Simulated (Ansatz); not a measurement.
# C5H11BSi: a dynamics run in two tries

Aim: a short trajectory for this system. SMILES of the start: BC([SiH3])(C#C)CC.

Method: RKS CAM-B3LYP-D4/STO-3G, in Ansatz 0.2.0.

## 1. The starting structure

Bond lengths (14 of 17 bonds, heavy atoms first): B1–C2 1.549 Å, C2–Si3 1.921 Å, C2–C4 1.489 Å, C4–C5 1.198 Å, C2–C6 1.571 Å, C6–C7 1.548 Å, B1–H8 1.171 Å, B1–H9 1.170 Å, Si3–H10 1.438 Å, Si3–H11 1.438 Å, Si3–H12 1.437 Å, C5–H13 1.076 Å, C6–H14 1.101 Å, C6–H15 1.100 Å. Angles (14 of 29 angles, heavy atoms first): B1–C2–Si3 101.2°, B1–C2–C4 114.3°, B1–C2–C6 114.7°, Si3–C2–C4 106.7°, Si3–C2–C6 108.0°, C4–C2–C6 111.0°, C2–C4–C5 179.3°, C2–C6–C7 112.0°, C2–B1–H8 119.4°, C2–B1–H9 120.9°, C2–Si3–H10 107.1°, C2–Si3–H11 109.6°, C2–Si3–H12 110.5°, C4–C5–H13 179.7°.

Structure file:

```xyz
18

B     0.7333   -0.7856    1.4054
C     0.3739   -0.0720    0.0778
Si    1.6372   -0.8719   -1.1282
C     0.6479    1.3915    0.0753
C     0.8572    2.5706    0.0625
C    -1.0706   -0.3753   -0.4602
C    -2.1680    0.2188    0.4566
H     0.2358   -1.8147    1.6580
H     1.5628   -0.3587    2.1112
H     1.4000   -0.3043   -2.4278
H     1.4248   -2.2935   -1.1773
H     2.9825   -0.5955   -0.7044
H     1.0483    3.6290    0.0545
H    -1.1853    0.0396   -1.4736
H    -1.2030   -1.4655   -0.5283
H    -2.0304    1.3024    0.5588
H    -2.1201   -0.2333    1.4553
H    -3.1637    0.0297    0.0362
```

## 2. The run

File input.yaml:

```yaml
crystal:
  periodic: [false, false, false]
  atoms:
    - { symbol: B, position_ang: [0.733253, -0.785628, 1.405411] }
    - { symbol: C, position_ang: [0.373934, -0.072005, 0.077792] }
    - { symbol: Si, position_ang: [1.637215, -0.871852, -1.128245] }
    - { symbol: C, position_ang: [0.647879, 1.391516, 0.075291] }
    - { symbol: C, position_ang: [0.857193, 2.57061, 0.062513] }
    - { symbol: C, position_ang: [-1.070579, -0.375324, -0.460179] }
    - { symbol: C, position_ang: [-2.168022, 0.218828, 0.456572] }
    - { symbol: H, position_ang: [0.235769, -1.814733, 1.657981] }
    - { symbol: H, position_ang: [1.562775, -0.35867, 2.111186] }
    - { symbol: H, position_ang: [1.400016, -0.304319, -2.42781] }
    - { symbol: H, position_ang: [1.424773, -2.29353, -1.177259] }
    - { symbol: H, position_ang: [2.982454, -0.595522, -0.704402] }
    - { symbol: H, position_ang: [1.048334, 3.628981, 0.054491] }
    - { symbol: H, position_ang: [-1.185293, 0.039551, -1.473584] }
    - { symbol: H, position_ang: [-1.202996, -1.465537, -0.5283] }
    - { symbol: H, position_ang: [-2.030397, 1.302409, 0.558803] }
    - { symbol: H, position_ang: [-2.120104, -0.233268, 1.455343] }
    - { symbol: H, position_ang: [-3.163704, 0.029693, 0.036196] }
basis:
  gaussian: { orbitals: STO-3G }
hamiltonian:
  xc: cam_b3lyp
  dispersion: d4
md:
  timestep: 0.5
  n_steps: 25
  ensemble: nvt_nose_hoover
  temperature: 500.0
  initial_velocities: maxwell_boltzmann
  seed: 705294
  nose_hoover: { tau: 100.0, chain_length: 3 }
  masses: [{ species: B, mass: 0.0 }]
scf:
  lower_state_search: "off"
```

Command:

```console
$ ansatz run input.yaml --threads 1 --pin off --max-ram 2048MiB --backend cpu --events-out ev --progress --plain --runs-dir out
```

Q: Predict the outcome of this session. Wanted: first try.

As calculated:

| quantity | value |
| --- | --- |
| first try | refused |
| cause | an atom is given no mass, so any force would accelerate it without limit |

**Reading.** The fault in the first input was caught at the input check and cost nothing.
